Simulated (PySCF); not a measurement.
# C2H10BN: the cost of one run

The runs use PySCF 2.14.0, with density-fitted response routines of our own; the level of theory stands in each step. All values are computed, except where a source is named. Atoms are numbered from 0 throughout.

## 1. Starting geometry

14 atoms, charge 0, multiplicity 1; geometry from: GFN2-xTB. The atoms were then displaced at random by about 0.01 Å, so the start is not that level's minimum.

Bonds of the start (Å): B0–N1 1.68, N1–C2 1.47, C2–C3 1.48, B0–H4 1.20, B0–H5 1.16, B0–H6 1.19, N1–H7 1.03, N1–H8 0.99, C2–H9 1.09, C2–H10 1.11, C3–H11 1.09, C3–H12 1.12, C3–H13 1.09.

## 2. Geometry optimisation at PBE0-D3(BJ)/def2-SVP

The job: settings as JSON, then the geometry in Å.

```
{"job": {"xc": "PBE0", "basis": "def2-SVP", "d3": "d3bj", "grid": 1, "shake": 0.01, "kind": "geom"}, "charge": 0, "multiplicity": 1}
B      2.026970    -0.403500    -0.066840
N      0.479280     0.142220    -0.416640
C     -0.580950    -0.434810     0.415430
C     -1.914510     0.087190     0.061330
H      2.710390     0.187550    -0.854460
H      1.991840    -1.553040    -0.242720
H      2.224640    -0.071820     1.061690
H      0.516540     1.162880    -0.319240
H      0.317830    -0.069550    -1.372540
H     -0.516330    -1.519490     0.319520
H     -0.328510    -0.200680     1.471350
H     -1.997590     1.166200     0.194890
H     -2.723090    -0.358640     0.700460
H     -2.213640    -0.154570    -0.959990
```

On the command line:

```bash
OMP_NUM_THREADS=1 python probes_run.py task.json out
```

This one command runs all jobs of the session in turn.

**Question.** How long does this first job take on 1 thread of Intel Xeon Platinum 8259CL at 2.50GHz, shared host, and how much memory does it need?

About 21 s, with a peak of 0.44 GiB.
